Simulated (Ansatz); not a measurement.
# Sb: stress in a strained cell

Aim: deform Sb (equal xx and yy strain of -2 %) and compute stress, forces and field gradients with LAPW, PAW and all-electron datasets made for the crystal.

Program: Ansatz 0.2.0. Level of theory: DFT PBEsol, scalar-relativistic. These are calculated values, not measurements.

**1. The system as given**

Symmetry: I4/mmm, No. 139, tetragonal system. Conventional cell: a = 3.010 Å, b = 3.010 Å, c = 4.960 Å, α = 90.00°, β = 90.00°, γ = 90.00°. Around Sb (site symmetry 4/mmm) lie 12 Sb at 3.01 to 3.27 Å.

Structure file:

```
CELL_PARAMETERS angstrom
-1.50500 1.50500 2.48000
1.50500 -1.50500 2.48000
1.50500 1.50500 -2.48000
ATOMIC_POSITIONS crystal
Sb 0.00000 0.00000 0.00000
```

**2. After the deformation**

Space group I4/mmm before, I4/mmm after.

**3. Full-potential LAPW**

Contents of input.yaml:

```yaml
crystal:
  lattice:
    - [-1.4749, 1.4749, 2.48]
    - [1.4749, -1.4749, 2.48]
    - [1.4749, 1.4749, -2.48]
  atoms:
    - { symbol: Sb, position: [0.0, 0.0, 0.0] }
kpoints:
  mp_grid: { grid: [13, 13, 15] }
  band_path:
    path:
      - [0.0, 0.0, 0.0]
      - [0.0, 0.0, 0.5]
      - [0.25, 0.25, 0.25]
      - [0.0, 0.5, 0.0]
      - [0.0, 0.0, 0.0]
      - [0.5, 0.5, -0.5]
      - [0.3384222981, 0.6615777019, -0.3384222981]
      - [-0.3384222981, 0.3384222981, 0.3384222981]
      - [0.0, 0.0, 0.0]
    npoints: 5
scf:
  occupations: { method: fermi_dirac, width: 0.03 }
hamiltonian:
  xc: pbesol
  pseudopotentials: { kind: all_electron, lapw: { basis_error: 0.00025 } }
output:
  forces: true
  stress: true
  eigenvalues: true
```

The run is started by

```console
$ ansatz run input.yaml --threads 1 --pin off --max-ram 3072MiB --backend cpu --events-out ev --progress --plain --runs-dir out
```

**4. PAW with frozen cores**

Contents of input.yaml:

```yaml
crystal:
  lattice:
    - [-1.4749, 1.4749, 2.48]
    - [1.4749, -1.4749, 2.48]
    - [1.4749, 1.4749, -2.48]
  atoms:
    - { symbol: Sb, position: [0.0, 0.0, 0.0] }
kpoints:
  mp_grid: { grid: [13, 13, 15] }
scf:
  occupations: { method: fermi_dirac, width: 0.03 }
hamiltonian:
  xc: pbesol
  pseudopotentials: { kind: paw }
output:
  forces: true
  stress: true
  eigenvalues: true
  efg: { contact_densities: true }
```

**5. All-electron PAW on datasets made for the crystal**

Edit input.yaml of step 4 so:

```diff
@@ -13,3 +13,3 @@
   xc: pbesol
-  pseudopotentials: { kind: paw }
+  pseudopotentials: { kind: all_electron, datasets: crystal }
 output:
```

(Steps that only read results are left out.)

Q: Predict the outcome of this session. Wanted: pressure; largest shear or deviatoric stress.

The runs gave:

| quantity | value |
| --- | --- |
| pressure | LAPW 21.15, PAW 21.14, crystal datasets 21.15 GPa |
| largest shear or deviatoric stress (LAPW) | 3.25 GPa |

**Reading.** The largest part of the stress beyond the pressure is 3.25 GPa in size, in the zz component. No run of the undeformed cell stands beside it, so the pressure holds what the given cell had before the change. PAW: stress within 0.01 GPa of LAPW. Crystal datasets: stress within 0.01 GPa of LAPW. Spin-orbit coupling is left out, though the cell holds Sb; in elements this heavy it can shift bands and gaps by tenths of an eV. The k mesh doesn't keep the crystal's whole symmetry, which leaves small spurious terms.
